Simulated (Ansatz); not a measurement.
# Copper, simple cubic: r²SCAN0 after r²SCAN

How do the levels change when part of the exchange is made exact, and what does it cost? Spin polarisation is left out. The geometry was relaxed under r²SCAN beforehand and is kept. Exact exchange is dear, so the k-mesh is coarse, and r²SCAN is run on the same mesh for comparison.

Method: DFT, plane waves (500 eV) with PBE-made PAW files, scalar-relativistic; functionals as named at each step, in Ansatz 0.2.0.

## Step 1: The system as given

Symmetry: Pm-3m, No. 221, cubic system. Conventional cell: a = 2.369 Å, b = 2.369 Å, c = 2.369 Å, α = 90.00°, β = 90.00°, γ = 90.00°. Around Cu (site symmetry m-3m) lie 6 Cu at 2.37 Å.

Coordinates:

```cif
data_structure
_symmetry_space_group_name_H-M 'P 1'
_symmetry_Int_Tables_number 1
_cell_length_a 2.3691
_cell_length_b 2.3691
_cell_length_c 2.3691
_cell_angle_alpha 90.000
_cell_angle_beta 90.000
_cell_angle_gamma 90.000
_cell_volume 13.30
loop_
_atom_site_label
_atom_site_type_symbol
_atom_site_fract_x
_atom_site_fract_y
_atom_site_fract_z
_atom_site_occupancy
Cu1 Cu 0.00000 0.00000 0.00000 1
```

## Step 2: r²SCAN on the coarse mesh

The run with r²SCAN.

Input file input.yaml:

```yaml
crystal:
  lattice:
    - [2.3690857466, 0.0, 0.0]
    - [0.0, 2.3690857466, 0.0]
    - [0.0, 0.0, 2.3690857466]
  atoms:
    - { symbol: Cu, position: [0.0, 0.0, 0.0] }
hamiltonian:
  xc: r2scan
  pseudopotentials:
    kind: paw
    azcp:
      Cu: "pseudopotentials/Cu.paw.azcp"
basis:
  ecutwfc: 500
  fft_grid_basis: typed
kpoints:
  mp_grid: { grid: [7, 7, 7], shift: [0, 0, 0] }
magnetization:
  spin_polarized: false
scf:
  occupations: { method: fermi_dirac, width: 0.1 }
output:
  write_density: true
  write_potential: true
  elf: true
  volumetric_format: npy
```

Command:

```console
ansatz run input.yaml --threads 4 --pin off --max-ram 8192MiB --backend cpu --events-out ev --progress --plain --runs-dir out
```

## Step 3: r²SCAN0, coarse mesh

The run with r²SCAN0.

input.yaml: that of step 2 with these lines changed.

```diff
@@ -8,3 +8,3 @@
 hamiltonian:
-  xc: r2scan
+  xc: r2scan0
   pseudopotentials:
@@ -22,6 +22 @@
   occupations: { method: fermi_dirac, width: 0.1 }
-output:
-  write_density: true
-  write_potential: true
-  elf: true
-  volumetric_format: npy
```

(Steps that only read results are left out.)

What does the calculation give? Wanted: r²SCAN: gap; r²SCAN0: gap; r²SCAN0: relative to fcc.

As calculated:

| quantity | value |
| --- | --- |
| r²SCAN: gap | none (levels filled in part) |
| r²SCAN0: gap | none (levels filled in part) |
| r²SCAN0: SCF cycles, exchange loops | 23, 3 |
| r²SCAN0: CPU time over that of r²SCAN | 12 |
| r²SCAN0: relative to fcc | +436 meV/atom |

What this shows: Both r²SCAN and r²SCAN0 leave levels filled in part. r²SCAN0 cost 12 times the CPU time of r²SCAN. r²SCAN0 needed 3 outer loops of the exchange operator. The dense-mesh value adds -4.3 meV/atom, the change that r²SCAN shows between the coarse mesh and its own dense run (not shown). Under r²SCAN0 it lies 436 meV/atom above fcc (computed apart in the same way); on such meshes a few tens of meV are uncertain for metals. The total energies in the logs cannot be compared from one functional to another.
